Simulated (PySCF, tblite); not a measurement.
# C7H9NO+ (doublet): geometry, infrared bands and EPR parameters

Wanted: the infrared bands and EPR parameters of C7H9NO+ (doublet) (`[CH+]=[C][C@@H]1CCNC(=O)C1`), by calculation.

The runs use tblite 0.8.0 and PySCF 2.14.0, with density-fitted response routines of our own; the level of theory stands in each step. All values are computed, except where a source is named. Atoms are numbered from 0 throughout.

## 1. Starting geometry

18 atoms, charge 1, multiplicity 2; geometry from: force field or distance geometry start.

Bonds of the start (Å): C0–C1 1.32, C1–C2 1.51, C2–C3 1.49, C3–C4 1.47, C4–N5 1.43, N5–C6 1.43, C6–O7 1.28, C6–C8 1.47, C8–C2 1.49, C0–H9 1.05, C2–H10 1.11, C3–H11 1.14, C3–H12 1.10, C4–H13 1.12, C4–H14 1.12, N5–H15 1.06, C8–H16 1.12, C8–H17 1.10.

## 2. Geometry optimisation with GFN2-xTB

The job: settings as JSON, then the geometry in Å.

```
{"job": {"kind": "relax", "xc": "GFN2-xTB", "basis": "xTB"}, "charge": 1, "multiplicity": 2}
C      3.152500     0.534400    -0.628800
C      1.943200     0.291000    -1.105600
C      0.833900     0.085000    -0.105000
C      0.159700    -1.182100    -0.487800
C     -1.296800    -1.301900    -0.317400
N     -2.073000    -0.098900    -0.287800
C     -1.423500     1.138100     0.025200
O     -2.115100     2.095600     0.507400
C      0.018400     1.325500    -0.178200
H      4.177500     0.744700    -0.556600
H      1.294300    -0.000400     0.902700
H      0.623000    -2.018500     0.135400
H      0.431900    -1.437700    -1.523400
H     -1.676600    -1.893900    -1.186300
H     -1.512200    -1.939500     0.576900
H     -3.112500    -0.147200    -0.479000
H      0.196400     1.804800    -1.172300
H      0.370000     2.007200     0.604100
```

Started as:

```
$ OMP_NUM_THREADS=1 python probes_run.py task.json out
```

One launch serves the whole session: the jobs run in the order shown.

Standard output:

```text
step      E/eV     max force
  0    -705.47999    8.666
  1    -705.65265   17.829
  2    -706.60237    4.943
  3    -706.78285    2.629
  4    -706.99590    1.393
  5    -707.24799    1.261
  6    -707.38159    1.262
  7    -707.46121    0.982
  8    -707.54236    0.766
  9    -707.62291    1.040
 10    -707.69175    1.108
 11    -707.73982    0.522
 12    -707.77728    0.895
 13    -707.81215    0.509
 14    -707.85291    0.538
 15    -707.88112    0.527
 16    -707.91225    0.544
 17    -707.93656    0.414
 18    -707.95517    0.311
 19    -707.96981    0.419
 20    -707.98387    0.396
 21    -708.00067    0.632
 22    -708.02058    0.540
 23    -708.04219    0.408
 24    -708.05623    0.361
 25    -708.06784    0.298
 26    -708.07686    0.290
 27    -708.08264    0.144
 28    -708.08559    0.309
 29    -708.08825    0.149
 30    -708.09128    0.183
 31    -708.09565    0.180
 32    -708.09815    0.120
 33    -708.09990    0.103
 34    -708.10093    0.151
 35    -708.10217    0.182
 36    -708.10368    0.177
 37    -708.10539    0.133
 38    -708.10703    0.098
 39    -708.10869    0.109
 40    -708.11058    0.139
 41    -708.11273    0.156
 42    -708.11490    0.146
 43    -708.11691    0.144
 44    -708.11887    0.155
 45    -708.12113    0.178
 46    -708.12415    0.137
 47    -708.12748    0.116
 48    -708.12968    0.117
 49    -708.13099    0.137
 50    -708.13199    0.141
 51    -708.13278    0.105
 52    -708.13329    0.047
 53    -708.13355    0.036
 54    -708.13370    0.051
 55    -708.13381    0.037
 56    -708.13392    0.030
 57    -708.13402    0.021
 58    -708.13409    0.020
 59    -708.13414    0.014
 60    -708.13419    0.014
 61    -708.13423    0.017
 62    -708.13428    0.017
 63    -708.13432    0.016
 64    -708.13436    0.013
 65    -708.13440    0.015
 66    -708.13445    0.015
 67    -708.13448    0.018
 68    -708.13451    0.016
 69    -708.13454    0.013
 70    -708.13457    0.012
 71    -708.13459    0.011
 72    -708.13461    0.016
 73    -708.13464    0.016
 74    -708.13467    0.012
 75    -708.13469    0.011
 76    -708.13471    0.007
```

It took 0.89 s on 1 thread of Arm Neoverse N1, shared host.

Step by step: (not every step is listed)

| step | energy from step 0 (eV) | largest force (eV/Å) |
| --- | --- | --- |
| 0 | 0.0000 | 8.6661 |
| 1 | -0.1727 | 17.8292 |
| 2 | -1.1224 | 4.9433 |
| 3 | -1.3029 | 2.6288 |
| 4 | -1.5159 | 1.3929 |
| 5 | -1.7680 | 1.2608 |
| 6 | -1.9016 | 1.2618 |
| 7 | -1.9812 | 0.9819 |
| 8 | -2.0624 | 0.7661 |
| 14 | -2.3729 | 0.5381 |
| 20 | -2.5039 | 0.3956 |
| 26 | -2.5969 | 0.2895 |
| 32 | -2.6182 | 0.1202 |
| 38 | -2.6270 | 0.0983 |
| 44 | -2.6389 | 0.1553 |
| 50 | -2.6520 | 0.1408 |
| 56 | -2.6539 | 0.0301 |
| 62 | -2.6543 | 0.0168 |
| 68 | -2.6545 | 0.0164 |
| 71 | -2.6546 | 0.0108 |
| 72 | -2.6546 | 0.0159 |
| 73 | -2.6546 | 0.0161 |
| 74 | -2.6547 | 0.0122 |
| 75 | -2.6547 | 0.0110 |
| 76 | -2.6547 | 0.0073 |

Distances of close pairs at the start and the end, largest changes first:

| bond | before (Å) | after (Å) | change (Å) |
| --- | --- | --- | --- |
| C0–C1 | 1.322 | 1.207 | -0.115 |
| N5–C6 | 1.432 | 1.327 | -0.105 |
| C6–C8 | 1.468 | 1.546 | +0.078 |
| C6–O7 | 1.276 | 1.207 | -0.068 |
| C1–C2 | 1.508 | 1.443 | -0.065 |
| C3–H11 | 1.141 | 1.090 | -0.051 |
| C2–C8 | 1.486 | 1.535 | +0.049 |
| C3–C4 | 1.471 | 1.520 | +0.048 |

The next job starts from the end point, and lists it.

## 3. Vibrational analysis with GFN2-xTB

The job: settings as JSON, then the geometry in Å.

```
{"job": {"kind": "ir", "xc": "GFN2-xTB", "basis": "xTB"}, "charge": 1, "multiplicity": 2}
C      3.269206     0.541377    -0.640503
C      2.141939     0.278553    -0.298413
C      0.786492    -0.009589     0.105362
C      0.171708    -1.158148    -0.694310
C     -1.264081    -1.350390    -0.234840
N     -1.988925    -0.103130    -0.214408
C     -1.494558     1.126593    -0.148219
O     -2.133549     2.149827    -0.099264
C      0.041515     1.303118    -0.175316
H      4.280743     0.711233    -0.884185
H      0.755560    -0.238287     1.175788
H      0.729256    -2.082081    -0.539758
H      0.208671    -0.918878    -1.759565
H     -1.784066    -2.026325    -0.923237
H     -1.299522    -1.813939     0.760051
H     -2.993136    -0.173405    -0.074222
H      0.270763     1.685872    -1.175996
H      0.293223     2.083916     0.544617
```

Standard output:

```text
mode    cm-1     km/mol
  1      85.4      3.48
  2     104.0      7.37
  3     127.3      5.15
  4     193.4      1.89
  5     261.0     34.53
  6     324.4     18.56
  7     374.6      6.46
  8     408.9      2.71
  9     461.4      2.98
 10     477.5      9.07
 11     511.7     44.40
 12     592.2    157.93
 13     648.9      4.88
 14     656.0     20.55
 15     660.7      9.94
 16     774.8     48.71
 17     822.9      1.36
 18     894.4     25.44
 19     915.3     15.23
 20     957.8     15.65
 21     999.7     17.84
 22    1042.4     34.80
 23    1053.8     67.39
 24    1075.8     96.34
 25    1107.0      8.21
 26    1164.5      3.86
 27    1173.3      1.27
 28    1190.8     77.64
 29    1208.1     14.09
 30    1237.3     22.63
 31    1251.6     13.48
 32    1300.8      5.12
 33    1316.2      2.97
 34    1341.2     61.53
 35    1408.8     55.44
 36    1434.6     62.34
 37    1443.4     26.61
 38    1669.7    153.97
 39    2177.9    549.91
 40    2908.3      0.71
 41    2935.0      0.77
 42    2941.4     51.18
 43    2952.9      1.74
 44    2990.2      6.41
 45    3002.7      7.07
 46    3019.4      3.16
 47    3336.3    137.44
 48    3346.9    165.84
```

It took 1.1 s on 1 thread of Arm Neoverse N1, shared host.

Which atoms move in the most intense modes:

| cm⁻¹ | km/mol | atoms |
| --- | --- | --- |
| 592 | 157.9 | H15 36 %, C6 30 %, N5 15 % |
| 1054 | 67.4 | C2 28 %, H16 17 %, H17 12 % |
| 1076 | 96.3 | C6 18 %, H13 17 %, C4 15 % |
| 1191 | 77.6 | H17 19 %, H15 16 %, N5 14 %, C4 12 % |
| 1670 | 154.0 | C6 60 %, O7 36 % |
| 2178 | 549.9 | C1 59 %, C0 32 % |
| 3336 | 137.4 | H9 86 %, C0 13 % |
| 3347 | 165.8 | H15 93 % |

## 4. g tensor and hyperfine couplings: B3LYP/pcH-1

Settings changed since step 3:

```diff
@@ -1,2 +1,2 @@
-{"job": {"kind": "ir", "xc": "GFN2-xTB", "basis": "xTB"}, "charge": 1, "multiplicity": 2}
+{"job": {"kind": "epr", "basis": "pcH-1"}, "charge": 1, "multiplicity": 2}
 C      3.269206     0.541377    -0.640503
```

Method: UKS B3LYP, pcH-1 on C H N O, non-relativistic, mean-field spin-orbit, GIAO.

Standard output:

```text
UKS, coarse grid
  cycle   1  E = -401.51217846  |g| = 7.36e-01
  cycle   2  E = -399.90509563  |g| = 2.08e+00
  cycle   3  E = -401.60698516  |g| = 4.67e-01
  cycle   4  E = -401.66635591  |g| = 4.85e-01
  cycle   5  E = -401.77440475  |g| = 1.67e-01
  cycle   6  E = -401.78521191  |g| = 9.95e-02
  cycle   7  E = -401.79011118  |g| = 3.64e-02
  cycle   8  E = -401.79102271  |g| = 1.80e-02
  cycle   9  E = -401.79137797  |g| = 1.21e-02
  cycle  10  E = -401.79166145  |g| = 5.57e-03
  cycle  11  E = -401.79185092  |g| = 3.31e-03
  cycle  12  E = -401.79190692  |g| = 3.54e-03
  cycle  13  E = -401.79198372  |g| = 9.87e-04
  cycle  14  E = -401.79199310  |g| = 1.07e-03
  cycle  15  E = -401.79199518  |g| = 5.39e-04
UKS, final grid
  cycle   1  E = -401.79196964  |g| = 2.12e-03
  cycle   2  E = -401.79191557  |g| = 1.01e-02
  cycle   3  E = -401.79197226  |g| = 5.87e-04
  cycle   4  E = -401.79197244  |g| = 1.09e-04
  cycle   5  E = -401.79197248  |g| = 9.89e-05
  cycle   6  E = -401.79197259  |g| = 7.44e-05
  cycle   7  E = -401.79197262  |g| = 3.50e-05
  cycle   8  E = -401.79197263  |g| = 2.11e-05
E = -401.79197263 Eh   <S^2> = 0.7568 (exact 0.7500)
g shifts (ppm)      1          2          3
  rmc          -258       -258       -258
  gc             16         27         47
  oz_so        2627       4594       9256
  total        2386       4364       9045
hyperfine (MHz)  atom isotope    a_iso     a_fc   dipolar eigenvalues
    0   13C      13.27      13.27    -19.99    -19.87     39.86
    1   13C       7.40       7.40    -12.58     -8.03     20.61
    2   13C       5.60       5.60     -5.64     -4.85     10.49
    3   13C      -1.66      -1.66     -0.58     -0.09      0.67
    4   13C      -1.49      -1.49     -0.86     -0.71      1.56
    5   14N      17.85      17.85     -3.33     -1.62      4.95
    6   13C     -17.50     -17.50    -10.78     -0.97     11.75
    7   17O     -33.63     -33.63   -171.04     80.18     90.86
    8   13C     -18.30     -18.30    -17.67    -17.16     34.84
    9    1H     -19.01     -19.01     -9.56     -2.20     11.76
   10    1H       1.46       1.46     -3.32      0.09      3.22
   11    1H       1.38       1.38     -1.26     -0.06      1.31
   12    1H       0.57       0.57     -1.85     -0.01      1.86
   13    1H       4.78       4.78     -1.05     -0.40      1.45
   14    1H      -1.91      -1.91     -1.07     -0.70      1.76
   15    1H       4.33       4.33     -5.02     -1.18      6.20
   16    1H      -2.64      -2.64     -8.81      1.77      7.04
   17    1H      -9.57      -9.57     -9.09      0.56      8.54
```

Wall time 3.1 min (1 thread of Arm Neoverse N1, shared host); peak memory 1.2 GiB.

Principal g values 2.00470, 2.00668, 2.01136; g(iso) = 2.00758, against 2.00232 for a free electron.

Hyperfine couplings, nucleus by nucleus at this fixed geometry (no averaging over rotations):

| nuclei | isotope | a(iso) (MHz) | a(iso) (G, at g = 2.0023) | largest dipolar term (MHz) |
| --- | --- | --- | --- | --- |
| O7 | 17O | -33.6 | -12.0 | -171.0 |
| H9 | 1H | -19.0 | -6.8 | 11.8 |
| C8 | 13C | -18.3 | -6.5 | 34.8 |
| N5 | 14N | 17.8 | 6.4 | 5.0 |
| C6 | 13C | -17.5 | -6.2 | 11.7 |
| C0 | 13C | 13.3 | 4.7 | 39.9 |
| H17 | 1H | -9.6 | -3.4 | -9.1 |
| C1 | 13C | 7.4 | 2.6 | 20.6 |
| C2 | 13C | 5.6 | 2.0 | 10.5 |
| H13 | 1H | 4.8 | 1.7 | 1.5 |
| H15 | 1H | 4.3 | 1.5 | 6.2 |
| H16 | 1H | -2.6 | -0.9 | -8.8 |
| H14 | 1H | -1.9 | -0.7 | 1.8 |
| C3 | 13C | -1.7 | -0.6 | 0.7 |

Mulliken spin populations:

C0 0.23; C1 0.07; C2 0.02; C3 0.00; C4 0.00; N5 0.02; C6 -0.02; O7 0.56; C8 0.11; H9 -0.01; H10 0.00; H11 0.00; H12 0.00; H13 0.00; H14 0.00; H15 0.01; H16 0.00; H17 0.00

In first order the couplings over 0.8 MHz of 1H, 14N give 646 distinct lines over 28.8 G.

The fields below are evaluated on a grid from the run's orbitals.

ELF in a plane through or near 11 of the atoms.

Ten even steps from ' ' (0.00) to '@' (1.00):
```
                                                        
                                                        
                                ....                    
                              --####++..                
                              ==%%%%%%==..              
                      ..--::  ::##++%%==..              
                      --##**==++**%%==                  
            ::====::  --##--##%%..==....::              
        ==++++++**++....**++******%%**%%@@**            
      ##@@@@@@--####++======    ++++**@@@@##            
      %%@@@@@@..**##**++++**--::++%%++====..            
      ==@@@@##**####==..++==::%%======                  
        ..----==++++..  ==::::%%**%%@@**..              
              ..::..  ..%%@@##--++@@@@@@==              
                      ==@@@@%%..  **@@##..              
                      --@@@@##    ..--..                
                        ..--                            
                                                        
                                                        
                                                        
```
The map spans 13.9 Å across and 10.2 Å up, centred on the molecule. Atoms in the plane (x, y in Å): C0 (-3.3, -0.1), C1 (-2.1, -0.1), C3 (0.0, -1.2), C4 (1.5, -1.1), N5 (2.0, 0.3), C6 (1.2, 1.4), O7 (1.7, 2.5), C8 (-0.3, 1.3), H9 (-4.4, -0.2), H11 (-0.3, -2.2), H15 (3.0, 0.4).

On the surface of density 0.002 e/bohr³ the electrostatic potential runs, from the 1st to the 99th percentile, from 2.63 V near O7 to 6.06 V near H15.

The spin density lies nearest to O7 48 %; C0 17 %; C1, C8 about 9 % each.

## 5. Outcome

```
                                 quantity                  value
strongest single infrared mode (GFN2-xTB)  2178 cm⁻¹, 550 km/mol
             zero-point energy (GFN2-xTB)          89.0 kcal/mol
                           g(iso) (B3LYP)                2.00758
                                     ⟨S²⟩     0.757 (exact 0.75)
                           largest a(iso)   17O on O7, -33.6 MHz
```

What this shows: Over 76 steps the energy fell by 2.655 eV; of the close pairs, C0–C1 changed most, 1.322 to 1.207 Å. No mode is imaginary among the 48: a minimum at this level. The strongest single mode, at 2178 cm⁻¹, moves mainly C1 and C0. GFN2-xTB is a fitted tight-binding method: band positions and strengths are rough. Its intensities can rank the bands wrongly. O7 carries the largest spin population, 0.56 e. The isotropic g lies 5.3 ppt above the free-electron value.
